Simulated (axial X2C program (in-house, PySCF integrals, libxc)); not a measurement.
# FeCN⁺: Ω levels from open-shell CI on d5 s1 p(π)0

Which Ω levels does FeCN⁺ have in the configuration d5 s1 p(π)0, and how far apart?

The runs use an in-house X2C program for linear molecules on PySCF integrals; two-component X2C, average-of-configuration Hartree–Fock and CI in the open shells.

All values are calculated.

### Step 1. Input

task.json reads:

```json
{
 "zs": [
  26,
  6,
  7
 ],
 "q": 1,
 "bas": [
  "dyall-v3z",
  "dyall-v3z",
  "dyall-v3z"
 ],
 "r0": 1.91,
 "metal": 0,
 "shells": [
  [
   2,
   [
    0,
    1,
    2
   ],
   5
  ],
  [
   0,
   [
    0
   ],
   1
  ],
  [
   1,
   [
    1
   ],
   0
  ]
 ],
 "fix": 0,
 "emax": 3.2,
 "nroots": 4,
 "r2": 1.16
}
```

Keys: zs atomic numbers; q charge; bas basis sets; r0 starting distance in Å; metal index of the metal atom; shells open shells as [l, |m| values, electrons]; fix electron count of the first shell held; emax energy window in eV; nroots roots for each Ω; r2 second bond in Å, held.

Command:

```bash
$ python soci.py task.json out
```

Two-component X2C with atomic mean-field Coulomb and Gaunt terms, basis Fe dyall-v3z, C dyall-v3z, N dyall-v3z (cores contracted in-house). Orbitals come from Hartree–Fock averaged over the configuration Fe d5 s1 p(π)0; CI then distributes these electrons over the d, s, p(π) shells of Fe.

### Step 2. CI at Fe–C–N held linear, bonds 1.951 and 1.160 Å (the second held)

**Question.** What will these runs give? Wanted: lowest level of the model; next level; lowest curve, Re and ωe.

As calculated:

| quantity | value |
| --- | --- |
| lowest level of the model | Ω = 3, g∥ = 12.01, 100% d5 s1 |
| next level | Ω = 2, 0 cm⁻¹ higher |
| lowest curve, Re and ωe | 1.987 Å, 538.5 cm⁻¹ |

**Reading.** In the lowest level ⟨Sz⟩ = 3.00 and ⟨Lz⟩ = 0.00; its leading determinant has weight 0.97 among 658. From 1.951 to 1.814 Å the gap from the lowest to the fifth level goes from 3857 to 2750 cm⁻¹. Without dynamic correlation distances can be off by several hundredths of an Å, and the wavenumbers are rough. Dynamic correlation is missing, so gaps between terms are too wide and other configurations may lie lower; the lowest level listed is that of this model, not necessarily the ground state. For d shells the ligand-field splittings (σ, π, δ) and their order can be off by a thousand cm⁻¹ or more. At most 4 roots were kept for each Ω > 0 (twice that for Ω = 0) within 3.2 eV of the lowest, so higher up levels can be missing between those listed; levels with Ω > 0 are doubly degenerate and listed once, Ω = 0 levels singly. States that fill the shells left empty in the average are placed too high. The molecule was held linear; bending was not examined.
